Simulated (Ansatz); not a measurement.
# BFH4OSSi: one species, many methods

One table from this session's results is given with a row withheld; the runs are named, their logs left out.

Method: functionals in def2-TZVPP, the program's frozen cores in correlated methods; program: Ansatz 0.2.0, Gaussian basis.

Plan: LDA (SPW92), PBE-D4, revPBE-D4, BLYP-D4, r2SCAN-D4, B97M-V, PBE0-D4, B3LYP-D4, r2SCANh-D4, r2SCAN0-D4, HSE06-D4, BHLYP-D4, CAM-B3LYP-D4, LC-ωPBE, ωB97X-V, ωB97M-V, B2PLYP, PBE-QIDH; CCSD(T)/def2-SVP; CCSD(T)/def2-TZVPP; MP2/def2-QZVPP; extrapolation to the limit; RPA on PBE.

### Structure used throughout

The geometry comes from an earlier relaxation with PBE0-D4 in a triple-zeta def2 set; it is a stationary point, not always the lowest conformer.

SMILES `FB(S)O[SiH3]`, 9 atoms, charge 0, spin multiplicity 1.

Atoms are counted from 1 here; the program's logs count them from 0.

Bond lengths: F1–B2 1.328 Å, B2–S3 1.819 Å, B2–O4 1.343 Å, S3–H6 1.342 Å, O4–Si5 1.653 Å, Si5–H7 1.481 Å, Si5–H8 1.481 Å, Si5–H9 1.485 Å. Angles: F1–B2–S3 119.5°, F1–B2–O4 118.4°, S3–B2–O4 122.1°, B2–S3–H6 94.8°, B2–O4–Si5 138.4°, O4–Si5–H7 107.9°, O4–Si5–H8 107.9°, O4–Si5–H9 110.1°, H7–Si5–H8 110.4°, H7–Si5–H9 110.3°, H8–Si5–H9 110.3°.

Coordinates:

```xyz
9
charge 0, multiplicity 1
F     1.66304   -1.63229   -0.94720
B     1.00841   -0.67458   -0.30073
S     1.90485    0.38634    0.87400
O    -0.30430   -0.52385   -0.54125
Si   -1.54673    0.44831   -0.04819
H     3.08957   -0.21513    0.68590
H    -2.06610    1.16232   -1.23725
H    -2.59773   -0.41775    0.53365
H    -1.06251    1.42032    0.96406
```

The first run:

Contents of in.yaml:

```yaml
crystal:
  periodic: [false, false, false]
  atoms:
    - {symbol: F, position_ang: [1.663042, -1.632290, -0.947200]}
    - {symbol: B, position_ang: [1.008409, -0.674579, -0.300729]}
    - {symbol: S, position_ang: [1.904847, 0.386341, 0.874002]}
    - {symbol: O, position_ang: [-0.304304, -0.523845, -0.541248]}
    - {symbol: Si, position_ang: [-1.546728, 0.448306, -0.048191]}
    - {symbol: H, position_ang: [3.089570, -0.215125, 0.685898]}
    - {symbol: H, position_ang: [-2.066098, 1.162318, -1.237250]}
    - {symbol: H, position_ang: [-2.597731, -0.417749, 0.533655]}
    - {symbol: H, position_ang: [-1.062507, 1.420322, 0.964062]}
basis:
  gaussian: {orbitals: def2-TZVPP}
hamiltonian: {xc: lda}
output: {orbitals: {seedname: orbitals}}
```

Command:

```
> ansatz run in.yaml --threads 4 --pin off --events-out ev --progress --plain --max-ram 10444MiB
```

Steps of the session up to this table: LDA; PBE-D4 (GGA); revPBE-D4 (GGA); BLYP-D4 (GGA); r2SCAN-D4 (meta-GGA); B97M-V (meta-GGA); PBE0-D4 (hybrid); B3LYP-D4 (hybrid); r2SCANh-D4 (hybrid); r2SCAN0-D4 (hybrid); HSE06-D4 (hybrid); BHLYP-D4 (hybrid); CAM-B3LYP-D4 (range-separated); LC-ωPBE (range-separated); ωB97X-V (range-separated); ωB97M-V (range-separated); B2PLYP (double hybrid); PBE-QIDH (double hybrid).

One table of the session follows, with a row left open; its other results are not shown here.

It belongs to the step «Orbital energies across the functionals». 

```
  functional  HOMO (eV)  gap (eV)
 LDA (SPW92)      -6.87      5.51
      PBE-D4      -6.73      5.63
   revPBE-D4      -6.68      5.70
     BLYP-D4      -6.56      5.58
   r2SCAN-D4      -7.05      6.36
      B97M-V      -7.14      6.19
     PBE0-D4      -8.00      7.77
    B3LYP-D4      -7.74      7.28
  r2SCANh-D4      -7.51      7.11
  r2SCAN0-D4      -8.21      8.23
    HSE06-D4      -7.59      6.99
    BHLYP-D4      -9.11      9.72
CAM-B3LYP-D4          ?         ?
     LC-ωPBE     -10.75     12.71
     ωB97X-V     -10.38     12.17
     ωB97M-V     -10.20     11.66
```

**Question.** Estimate the row for CAM-B3LYP-D4.

The run gave: HOMO (eV): -9.33; gap (eV): 10.07. In the column «HOMO (eV)» it lies between ωB97M-V (-10.20) and BHLYP-D4 (-9.11).
